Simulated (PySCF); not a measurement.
# C3H8Cl2GaN: electronic excitations

Wanted: the electronic excitations of C3H8Cl2GaN (`C=C[CH2][Ga-]([NH3+])([Cl])[Cl]`), by calculation.

The runs use PySCF 2.14.0, with density-fitted response routines of our own; the level of theory stands in each step. All values are computed, except where a source is named. Atoms are numbered from 0 throughout.

### Step 1. Starting geometry

15 atoms, charge 0, multiplicity 1; geometry from: GFN2-xTB.

Bonds of the start (Å): C0–C1 1.33, C1–C2 1.48, C2–Ga3 2.07, Ga3–N4 2.27, Ga3–Cl5 2.11, Ga3–Cl6 2.11, C0–H7 1.08, C0–H8 1.08, C1–H9 1.08, C2–H10 1.09, C2–H11 1.09, N4–H12 1.02, N4–H13 1.02, N4–H14 1.02.

### Step 2. Ultraviolet spectrum: PBE0/def2-SVPD

The job: settings as JSON, then the geometry in Å.

```
{"job": {"kind": "uv", "xc": "PBE0", "basis": "def2-SVPD", "nstates": 8, "ntriplets": 3}, "charge": 0, "multiplicity": 1}
C      1.755936     1.055147     0.415991
C      1.542705    -0.188628     0.005217
C      0.710087    -0.560041    -1.162219
Ga    -1.138819    -1.192189    -0.471574
N     -1.539325     0.667720     0.763890
Cl    -1.215143    -2.590498     1.111747
Cl    -2.833923    -1.132428    -1.731025
H      1.365937     1.905790    -0.124519
H      2.361518     1.274747     1.279103
H      1.970266    -1.015491     0.560830
H      1.180936    -1.367956    -1.729755
H      0.553331     0.290009    -1.832634
H     -0.620850     0.988578     1.074664
H     -1.988188     1.413086     0.237111
H     -2.108881     0.460144     1.581260
```

With the program's defaults for keys left out, this is: TDDFT PBE0/def2-SVPD, vertical, gas phase, core orbitals frozen in the response.

Launch:

```bash
OMP_NUM_THREADS=1 python probes_run.py task.json out
```

The driver reads the jobs from task.json and runs them one after another.

Output:

```text
coarse grid: 60488 points
cycle   1  E = -3017.7863675163  dE = -7.505e-02  |g| = 6.727e-01  |ddm| = 5.777e+00
cycle   2  E = -3017.7498698803  dE =  3.650e-02  |g| = 8.549e-01  |ddm| = 2.345e+00
cycle   3  E = -3017.8751060412  dE = -1.252e-01  |g| = 6.289e-02  |ddm| = 1.376e+00
cycle   4  E = -3017.8759316853  dE = -8.256e-04  |g| = 1.851e-02  |ddm| = 1.640e-01
cycle   5  E = -3017.8759971143  dE = -6.543e-05  |g| = 7.024e-03  |ddm| = 4.141e-02
cycle   6  E = -3017.8760088357  dE = -1.172e-05  |g| = 1.804e-03  |ddm| = 1.178e-02
cycle   7  E = -3017.8760095779  dE = -7.422e-07  |g| = 6.933e-04  |ddm| = 3.765e-03
final grid: 124376 points
cycle   8  E = -3017.8760199632  dE =  7.516e-08  |g| = 1.127e-03  |ddm| = 1.322e-02
cycle   9  E = -3017.8760193162  dE =  6.470e-07  |g| = 1.922e-03  |ddm| = 4.579e-03
cycle  10  E = -3017.8760203059  dE = -9.898e-07  |g| = 1.054e-04  |ddm| = 2.850e-03
cycle  11  E = -3017.8760203087  dE = -2.812e-09  |g| = 1.116e-05  |ddm| = 1.669e-04
cycle  12  E = -3017.8760203088  dE = -2.728e-11  |g| = 5.764e-06  |ddm| = 3.370e-05
converged SCF energy = -3017.8760203088

Static polarisability (au): isotropic 104.560, principal 91.244 98.260 124.176

Singlet excitations
state   eV       nm        f      main configurations
  1   5.4402    227.9   0.11974   H->L 0.96
  2   6.2533    198.3   0.22560   H->L+1 0.91
  3   6.4183    193.2   0.03549   H->L+2 0.96
  4   6.8443    181.1   0.02925   H-1->L 0.94
  5   7.0152    176.7   0.00647   H-2->L 0.86
  6   7.0874    174.9   0.01627   H->L+3 0.69, H-3->L 0.14
  7   7.1161    174.2   0.05684   H-4->L 0.77
  8   7.1606    173.1   0.02323   H->L+4 0.74

Triplet excitations (Tamm-Dancoff, eV): 4.0608 5.5136 6.0016
```

It took 1.9 min on 1 thread of Arm Neoverse N1, shared host; peak memory 0.89 GiB.

Frontier orbitals and where they lie:

| orbital | eV | atoms |
| --- | --- | --- |
| HOMO−3 | -8.82 | Cl5 33 %, Cl6 27 %, C1 12 % |
| HOMO−2 | -8.79 | Cl6 58 %, Cl5 31 %, Ga3 8 % |
| HOMO−1 | -8.57 | Cl5 53 %, Cl6 42 % |
| HOMO | -7.04 | C0 27 %, C2 20 %, C1 19 % |
| LUMO | -0.68 | Ga3 25 %, C1 13 %, C0 11 % |
| LUMO+1 | -0.02 | C0 20 %, Ga3 17 %, C1 15 % |
| LUMO+2 | 0.36 | Ga3 27 %, Cl5 17 %, Cl6 14 % |

With each of the 8 states as a Gaussian band of 0.4 eV half-width at 1/e, the curve within the window shown has maxima at 226 nm (ε 5,000), 197 nm (ε 11,000), 178 nm (ε 5,300) L/(mol cm). Beyond the last state computed it falls off for lack of states. The curve at chosen wavelengths:

| nm | ε (L/mol/cm) |
| --- | --- |
| 166 | 2097 |
| 170 | 3836 |
| 173 | 4822 |
| 177 | 5278 |
| 180 | 5275 |
| 184 | 5728 |
| 187 | 6788 |
| 191 | 8820 |
| 194 | 10115 |
| 198 | 10609 |
| 202 | 9500 |
| 205 | 8042 |
| 209 | 6123 |
| 212 | 5134 |
| 216 | 4599 |
| 219 | 4643 |
| 223 | 4912 |
| 227 | 5018 |
| 230 | 4846 |
| 234 | 4274 |
| 237 | 3665 |
| 241 | 2771 |
| 244 | 2132 |
| 248 | 1410 |
| 251 | 990 |
| 255 | 585 |

Further results of this job:

| property | computed |
| --- | --- |
| dipole moment (D) | 4.63 |
| polarisability (Å³) | 15.49 |
| HOMO–LUMO gap (eV) | 6.36 |
| −ε(HOMO) (eV) | 7.04 |

### Step 3. Results

| quantity | value |
| --- | --- |
| lowest singlet (PBE0/def2-SVPD) | 5.44 eV (228 nm), f = 0.120 |
| brightest single state of those computed | state 2, 6.25 eV, f = 0.226 |
| lowest triplet | 4.06 eV |

What this shows: The first singlet state (HOMO→LUMO 0.96) lies at 5.44 eV and is bright; of the 8 states computed, the strongest absorption comes from state 2 at 6.25 eV. The lowest triplet lies 1.38 eV below the lowest singlet (triplets in Tamm-Dancoff, singlets in full TDDFT).
